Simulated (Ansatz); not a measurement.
What does this script print? It uses Ansatz's Python interface.

`run_disp.py`
```python
"""Size of D3 and D4 in CH2AlFTe."""

import ansatz

geometry_ang = [
    ("F", [0.6323, -1.7365, -0.5574]),
    ("C", [0.1605, -0.3797, -0.6308]),
    ("Al", [-0.0826, 0.4302, 1.1245]),
    ("Te", [-1.879, -0.2105, -0.6346]),
    ("H", [0.6896, 0.2223, -1.4152]),
    ("H", [0.5212, 1.6101, 2.0673]),
]
molecule = ansatz.Crystal.molecule()
for symbol, xyz in geometry_ang:
    molecule = molecule.atom(symbol, xyz)

calc = molecule.calculation().basis(gaussian="def2-SVP")
for name in ["b3lyp", "r2scan"]:
    for correction in ("d3bj", "d4"):
        data = calc.functional(name, dispersion=correction).run(threads=1, pin="off").report
        print(f"{name:8s} {correction:5s} total {data['free_energy_ev']:.5f} eV, of which dispersion {1000 * data['dispersion']['energy']['ev']:.2f} meV")
```

`python run_disp.py` gives:
```text
b3lyp    d3bj  total -17673.16612 eV, of which dispersion -270.14 meV
b3lyp    d4    total -17673.14512 eV, of which dispersion -249.15 meV
DeckWarning: the engine holds no damping parameters fitted to this dispersion correction and functional, so the run takes those fitted to r2scan beside the three-body term, which d3bj leaves out (hamiltonian.dispersion, under Limitations)
r2scan   d3bj  total -17670.37853 eV, of which dispersion -35.30 meV
r2scan   d4    total -17670.37453 eV, of which dispersion -31.30 meV
```
(Warnings from the package without file and line.)

Caveats:
- Total energies depend on the basis set; only differences at equal settings carry meaning.
- The geometry is a force-field or estimated start, not a minimum of this method, and the basis set is short of its limit. D4 holds the three-body term, and d3bj doesn't.
- def2 sets replace the cores of elements past krypton by effective core potentials.
- b3lyp holds the VWN-RPA fit, as in Gaussian; the form of ORCA and Turbomole is b3lyp5.
- A dispersion term here runs with damping parameters fitted for another variant or functional.
- Hardware and time: 14 s on 1 thread of Arm Neoverse V2, on a shared host, peak memory 0.22 GiB.
